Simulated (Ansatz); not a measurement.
# Bi: the cost of one run

Method: DFT PBEsol, scalar-relativistic, plane waves, PAW, in Ansatz 0.2.0.

**1. The system as given**

The structure is tetragonal, space group I4/mmm (No. 139). Conventional cell: a = 8.515 Å, b = 8.515 Å, c = 2.861 Å, α = 90.00°, β = 90.00°, γ = 90.00°. Bi (site symmetry 4/mmm) is surrounded by 2 Bi at 2.86 Å.

Coordinates:

```xyz
1
Lattice="-4.2575 4.2575 1.4306 4.2575 -4.2575 1.4306 4.2575 4.2575 -1.4306" Properties=species:S:1:pos:R:3 pbc="T T T"
Bi    0.0000    0.0000    0.0000
```

The structure comes from the Materials Project (structure only).

**2. A distortion that keeps the symmetry**

What differs from the listed cell: strain xx, yy, zz, yz, xz, xy = +3.4, +3.4, +0.4, +0.0, +0.0, +0.0 %.

File input.yaml:

```yaml
crystal:
  lattice:
    - [-4.4023641125, 4.4023641125, 1.4363291729]
    - [4.4023641125, -4.4023641125, 1.4363291729]
    - [4.4023641125, 4.4023641125, -1.4363291729]
  atoms:
    - { symbol: Bi, position: [0.0, 0.0, 0.0] }
basis:
  ecutwfc: 420
kpoints:
  mp_grid: { grid: [14, 14, 14] }
hamiltonian:
  xc: pbesol
scf:
  occupations: { method: gaussian, width: 0.1 }
output:
  forces: true
  stress: true
  eigenvalues: true
```

What time and memory should one allow on 1 thread of an x86-64 CPU, shared host?

About 8 s, with a peak of 0.61 GiB.
